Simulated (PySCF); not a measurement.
# The bond of CaIn+, level by level, part 2 of 2

PySCF 2.14.0; Ca x2c-SVPall, In x2c-SVPall; spin-free X2C with a Gaussian nucleus.

### 10 PW91 (GGA)

Log of the SCF at 3.651 Å:

```text
******** <class 'pyscf.dft.uks_symm.SymAdaptedUKS'> ********
method = SymAdaptedUKS
initial guess = minao
damping factor = 0
level_shift factor = 0
DIIS = <class 'pyscf.scf.diis.CDIIS'>
diis_start_cycle = 1
diis_space = 10
diis_damp = 0
SCF conv_tol = 1e-09
SCF conv_tol_grad = None
SCF max_cycles = 60
direct_scf = False
max_memory 909 MB (current use 431 MB)
number electrons alpha = 34  beta = 34
XC library pyscf.dft.libxc version 7.0.0
    S. Lehtola, C. Steigemann, M. J.T. Oliveira, and M. A.L. Marques.,  SoftwareX 7, 1–5 (2018)
XC functionals = PW91,PW91
    J. P. Perdew. In P. Ziesche and H. Eschrig, editors, Proceedings of the 75. WE-Heraeus-Seminar and 21st Annual International Symposium on Electronic Structure of Solids, 11. Berlin, 1991. Akademie Verlag.
    J. P. Perdew, J. A. Chevary, S. H. Vosko, K. A. Jackson, M. R. Pederson, D. J. Singh, and C. Fiolhais.,  Phys. Rev. B 46, 6671 (1992)
    J. P. Perdew, J. A. Chevary, S. H. Vosko, K. A. Jackson, M. R. Pederson, D. J. Singh, and C. Fiolhais.,  Phys. Rev. B 48, 4978 (1993)
    J. P. Perdew. In P. Ziesche and H. Eschrig, editors, Proceedings of the 75. WE-Heraeus-Seminar and 21st Annual International Symposium on Electronic Structure of Solids, 11. Berlin, 1991. Akademie Verlag.
    J. P. Perdew, J. A. Chevary, S. H. Vosko, K. A. Jackson, M. R. Pederson, D. J. Singh, and C. Fiolhais.,  Phys. Rev. B 46, 6671 (1992)
    J. P. Perdew, J. A. Chevary, S. H. Vosko, K. A. Jackson, M. R. Pederson, D. J. Singh, and C. Fiolhais.,  Phys. Rev. B 48, 4978 (1993)
small_rho_cutoff = 0
Set gradient conv threshold to 3.16228e-05
init E= -6560.92383289913
cycle= 1 E= -6560.92470862068  delta_E= -0.000876  |g|= 0.0115  |ddm|= 0.129
cycle= 2 E= -6560.92449535061  delta_E= 0.000213  |g|= 0.0146  |ddm|= 0.0815
cycle= 3 E= -6560.92464390926  delta_E= -0.000149  |g|= 0.00755  |ddm|= 0.113
cycle= 4 E= -6560.92478099033  delta_E= -0.000137  |g|= 0.00042  |ddm|= 0.0524
cycle= 5 E= -6560.92478143872  delta_E= -4.48e-07  |g|= 6.01e-05  |ddm|= 0.00264
cycle= 6 E= -6560.92478144538  delta_E= -6.66e-09  |g|= 9.22e-06  |ddm|= 0.000258
cycle= 7 E= -6560.92478144549  delta_E= -1.04e-10  |g|= 2.78e-06  |ddm|= 6.41e-05
Extra cycle  E= -6560.92478144537  delta_E= 1.19e-10  |g|= 8.05e-06  |ddm|= 6.67e-05
converged SCF energy = -6560.92478144537  <S^2> = 1.4210855e-14  2S+1 = 1
```

Re = 3.628 Å, ωe = 106.2 cm⁻¹, ωexe = 0.350 cm⁻¹, αe = 0.000209 cm⁻¹, Be = 0.04319 cm⁻¹, De = 1.41 eV, μ = -6.83 D.

### 11 RHF (mean field)

Log of the SCF at 3.651 Å:

```text
******** <class 'pyscf.scf.hf_symm.SymAdaptedRHF'> ********
method = SymAdaptedRHF
initial guess = minao
damping factor = 0
level_shift factor = 0
DIIS = <class 'pyscf.scf.diis.CDIIS'>
diis_start_cycle = 1
diis_space = 10
diis_damp = 0
SCF conv_tol = 1e-09
SCF conv_tol_grad = None
SCF max_cycles = 60
direct_scf = False
max_memory 909 MB (current use 431 MB)
Overwritten attributes  get_jk get_occ get_k get_j get_hcore  of <class 'pyscf.scf.hf_symm.SymAdaptedRHF'>
<class 'pyscf.scf.hf_symm.SymAdaptedRHF'> does not have attributes  refdm
Set gradient conv threshold to 3.16228e-05
init E= -6556.96897521505
cycle= 1 E= -6556.97507695554  delta_E= -0.0061  |g|= 0.023  |ddm|= 0.478
cycle= 2 E= -6556.97550302787  delta_E= -0.000426  |g|= 0.00708  |ddm|= 0.136
cycle= 3 E= -6556.97556745205  delta_E= -6.44e-05  |g|= 0.00172  |ddm|= 0.0522
cycle= 4 E= -6556.97557300917  delta_E= -5.56e-06  |g|= 0.000636  |ddm|= 0.00997
cycle= 5 E= -6556.97557383247  delta_E= -8.23e-07  |g|= 0.000174  |ddm|= 0.00396
cycle= 6 E= -6556.97557390408  delta_E= -7.16e-08  |g|= 5.17e-05  |ddm|= 0.00146
cycle= 7 E= -6556.97557391068  delta_E= -6.6e-09  |g|= 1.3e-05  |ddm|= 0.000431
cycle= 8 E= -6556.97557391085  delta_E= -1.72e-10  |g|= 1.91e-06  |ddm|= 8.45e-05
Extra cycle  E= -6556.97557391086  delta_E= -4.55e-12  |g|= 8.1e-07  |ddm|= 1.95e-05
converged SCF energy = -6556.97557391086
```

Re = 3.822 Å, ωe = 97.3 cm⁻¹, ωexe = 0.301 cm⁻¹, αe = 0.000175 cm⁻¹, Be = 0.03892 cm⁻¹, De = 0.86 eV, μ = -7.11 D. 1.3 s of CPU time for 8 points, integrals apart.

### 12 Adding correlation

Reference: RHF; core orbitals frozen: 23.

Output of the coupled-cluster run at 3.651 Å:

```text
******** <class 'pyscf.cc.ccsd.CCSD'> ********
CC2 = 0
CCSD nocc = 11, nmo = 37
frozen orbitals [0, 1, 2, 3, 4, 5, 6, 7, 8, 9, 10, 11, 12, 13, 14, 15, 16, 17, 18, 19, 20, 21, 22]
max_cycle = 80
direct = 0
conv_tol = 1e-07
conv_tol_normt = 1e-05
diis_space = 8
diis_start_cycle = 0
diis_start_energy_diff = 1e+09
max_memory 909 MB (current use 431 MB)
Init t2, MP2 energy = -6557.14401335672  E_corr(MP2) -0.168439445864714
Init E_corr(CCSD) = -0.168439445865319
cycle = 1  E_corr(CCSD) = -0.187676218278598  dE = -0.0192367724  norm(t1,t2) = 0.069335
cycle = 2  E_corr(CCSD) = -0.193229911471013  dE = -0.00555369319  norm(t1,t2) = 0.0337375
cycle = 3  E_corr(CCSD) = -0.197002750645376  dE = -0.00377283917  norm(t1,t2) = 0.0186706
cycle = 4  E_corr(CCSD) = -0.197146770192595  dE = -0.000144019547  norm(t1,t2) = 0.00441634
cycle = 5  E_corr(CCSD) = -0.196930865479823  dE = 0.000215904713  norm(t1,t2) = 0.00191318
cycle = 6  E_corr(CCSD) = -0.196933809444331  dE = -2.94396451e-06  norm(t1,t2) = 0.00051955
cycle = 7  E_corr(CCSD) = -0.196940778954621  dE = -6.96951029e-06  norm(t1,t2) = 0.000203915
cycle = 8  E_corr(CCSD) = -0.196940844682708  dE = -6.57280872e-08  norm(t1,t2) = 7.54772e-05
cycle = 9  E_corr(CCSD) = -0.196941592432987  dE = -7.47750279e-07  norm(t1,t2) = 2.73329e-05
cycle = 10  E_corr(CCSD) = -0.196941846569679  dE = -2.54136692e-07  norm(t1,t2) = 1.08352e-05
cycle = 11  E_corr(CCSD) = -0.196941894880666  dE = -4.83109867e-08  norm(t1,t2) = 4.29121e-06
CCSD converged
E(CCSD) = -6557.17251580574  E_corr = -0.196941894880666
CCSD(T) correction = -0.00484017814892293
```

Correlation energy (eV) along the bond:

```csv
R (Å),MP2,SCS-MP2,CCSD,CCSD(T),T1
3.286,-4.643,-4.516,-5.411,-5.549,0.012
3.432,-4.617,-4.497,-5.388,-5.523,0.011
3.542,-4.599,-4.484,-5.373,-5.506,0.011
3.651,-4.583,-4.473,-5.359,-5.491,0.010
3.760,-4.569,-4.464,-5.346,-5.477,0.010
3.907,-4.551,-4.452,-5.330,-5.459,0.009
4.089,-4.531,-4.439,-5.312,-5.438,0.009
4.308,-4.509,-4.426,-5.290,-5.414,0.009
```

RHF-MP2: Re = 3.709 Å, ωe = 106.2 cm⁻¹, ωexe = 0.283 cm⁻¹, αe = 0.000167 cm⁻¹, Be = 0.04133 cm⁻¹, De = 1.05 eV.

RHF-SCS-MP2: Re = 3.746 Å, ωe = 102.5 cm⁻¹, ωexe = 0.279 cm⁻¹, αe = 0.000167 cm⁻¹, Be = 0.04051 cm⁻¹, De = 0.98 eV.

RHF-CCSD: Re = 3.722 Å, ωe = 105.7 cm⁻¹, ωexe = 0.259 cm⁻¹, αe = 0.000160 cm⁻¹, Be = 0.04103 cm⁻¹, De = 1.04 eV.

RHF-CCSD(T): Re = 3.712 Å, ωe = 106.6 cm⁻¹, ωexe = 0.250 cm⁻¹, αe = 0.000157 cm⁻¹, Be = 0.04127 cm⁻¹, De = 1.10 eV.

### 13 All curves

Energy (eV) from each level's lowest point:

```csv
R (Å),RHF,RHF-MP2,RHF-SCS-MP2,RHF-CCSD,RHF-CCSD(T),PBE,PW91,r²SCAN,PBE0,MN15,B2PLYP
3.286,0.225,0.151,0.173,0.161,0.153,0.105,0.096,0.096,0.108,0.075,0.126
3.432,0.105,0.057,0.072,0.063,0.058,0.033,0.028,0.026,0.033,0.016,0.044
3.542,0.048,0.018,0.028,0.022,0.019,0.007,0.005,0.003,0.007,0.000,0.012
3.651,0.015,0.001,0.005,0.002,0.001,0.000,0.000,0.000,0.000,0.002,0.000
3.760,0.000,0.000,0.000,0.000,0.000,0.007,0.009,0.012,0.008,0.017,0.003
3.907,0.001,0.019,0.013,0.017,0.019,0.033,0.038,0.044,0.036,0.053,0.025
4.089,0.028,0.066,0.053,0.063,0.067,0.083,0.091,0.103,0.091,0.113,0.072
4.308,0.084,0.143,0.122,0.140,0.147,0.158,0.169,0.190,0.173,0.198,0.146
```

The whole job (state search and all levels along the bond) took 2.8 min on 1 thread of Intel Xeon Platinum 8488C (shared host), peak memory 0.65 GiB.

### 14 Constants by level of theory

This closing draws on all 2 parts.

Lowest PBE0 solution found, without spin–orbit coupling: ¹Σ⁺ (singlet), closed shell. State 3 has its PBE0 minimum 0.85 eV higher. The other levels ran on the lowest alone.

```csv
level,Re (Å),ωe (cm⁻¹),De (eV),μ (D)
RHF,3.822,97.3,0.86,-7.11
RHF-MP2,3.709,106.2,1.05,n/a
RHF-SCS-MP2,3.746,102.5,0.98,n/a
RHF-CCSD,3.722,105.7,1.04,n/a
RHF-CCSD(T),3.712,106.6,1.10,n/a
PBE,3.646,104.6,1.37,-6.74
PW91,3.628,106.2,1.41,-6.83
r²SCAN,3.616,110.9,1.42,-7.51
PBE0,3.642,108.0,1.30,-7.09
MN15,3.583,110.6,1.24,-6.27
B2PLYP,3.680,104.1,1.15,-6.88
```

De is counted to Ca + In+ in their ground configurations. A positive dipole points from Ca to In; in an ion it is taken about the centre of mass and does not tell which atom is negative.

Differences from CCSD(T) in the same basis:

```csv
level,Re (mÅ),ωe (%)
RHF,+110,-8.7
RHF-MP2,-3,-0.4
RHF-SCS-MP2,+35,-3.8
RHF-CCSD,+11,-0.9
PBE,-65,-1.9
PW91,-83,-0.4
r²SCAN,-96,+4.0
PBE0,-69,+1.4
MN15,-129,+3.8
B2PLYP,-32,-2.3
```

Time per point (s) on 1 thread of Intel Xeon Platinum 8488C, shared host (CPU time, shared integrals of 1.9 s apart; correlated levels include their reference; CCSD comes with the CCSD(T) run); the times are rough: RHF 0.16, RHF-MP2 0.2, RHF-SCS-MP2 0.2, PBE 1.3, PW91 0.77, r²SCAN 1.5, PBE0 2.7, MN15 1.6, B2PLYP 1.1; the reference 1.4.

The cheapest levels within 19 mÅ and 2.5 % of CCSD(T): RHF-MP2 (0.2 s). The dearest run takes 2.7 s.

What this shows: Judged by CCSD(T) in the same basis: best bond length RHF-MP2 (-3 mÅ), worst MN15 (-129 mÅ); best wavenumber RHF-MP2 and PW91 (-0.4 %), worst RHF (-8.7 %). CCSD(T) in a basis this small is itself some way from its limit, more so than the functionals. Of the levels with a De here, RHF gives the least (0.86 eV) and r²SCAN the most (1.42 eV).

Correlated steps freeze 23 core orbitals. Spin–orbit coupling is left out. B2PLYP dipoles, levels and charges come from its SCF part alone.
